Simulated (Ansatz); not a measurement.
# Ta2Ga3: the cost of one run

Method: DFT PBE, scalar-relativistic, plane waves, PAW, in Ansatz 0.2.0.

### 1 The system as given

Symmetry: P4/mmm, No. 123, tetragonal system. The conventional cell has a = 3.468 Å, b = 3.468 Å, c = 8.455 Å, α = 90.00°, β = 90.00°, γ = 90.00°. Ta (site symmetry 4mm) has 1 Ta at 2.24 Å as nearest neighbours. Around Ga (site symmetry 4mm) lie 1 Ga at 2.09 Å. Ga (site symmetry 4/mmm) has 8 Ta at 2.70 Å as nearest neighbours.

As a file:

```cif
data_structure
_symmetry_space_group_name_H-M 'P4/mmm'
_symmetry_Int_Tables_number 123
_cell_length_a 3.4683
_cell_length_b 3.4683
_cell_length_c 8.4550
_cell_angle_alpha 90.000
_cell_angle_beta 90.000
_cell_angle_gamma 90.000
_cell_volume 101.71
loop_
_atom_site_label
_atom_site_type_symbol
_atom_site_symmetry_multiplicity
_atom_site_Wyckoff_symbol
_atom_site_fract_x
_atom_site_fract_y
_atom_site_fract_z
_atom_site_occupancy
Ta1 Ta 2 g 0.00000 0.00000 0.36748 1
Ga1 Ga 2 h 0.50000 0.50000 0.12374 1
Ga2 Ga 1 d 0.50000 0.50000 0.50000 1
```

A structure generator made this guess: random cell by space group and Wyckoff sites (P4/mmm, No. 123). Lengths come from tabulated atomic sizes and are only a guess.

### 2 Probe: one point on a coarse mesh

Input file input.yaml:

```yaml
crystal:
  lattice:
    - [3.46829157, 0.0, 0.0]
    - [0.0, 3.46829157, 0.0]
    - [0.0, 0.0, 8.45499688]
  atoms:
    - { symbol: Ta, position: [0.0, 0.0, 0.36748041] }
    - { symbol: Ta, position: [0.0, 0.0, 0.63251959] }
    - { symbol: Ga, position: [0.5, 0.5, 0.12373553] }
    - { symbol: Ga, position: [0.5, 0.5, 0.87626447] }
    - { symbol: Ga, position: [0.5, 0.5, 0.5] }
basis:
  ecutwfc: 420
kpoints:
  mp_grid: { grid: [6, 6, 2] }
hamiltonian:
  xc: pbe
scf:
  occupations: { method: gaussian, width: 0.1 }
  lower_state_search: "off"
output:
  forces: true
  stress: true
  eigenvalues: true
```

Launch:

```sh
$ ansatz run input.yaml --threads 1 --pin off --max-ram 2560MiB --backend cpu --events-out ev --progress --plain --runs-dir out
```

What time and memory should one allow on 1 thread of Arm Neoverse V2, shared host?

About 3.8 s, with a peak of 0.37 GiB.
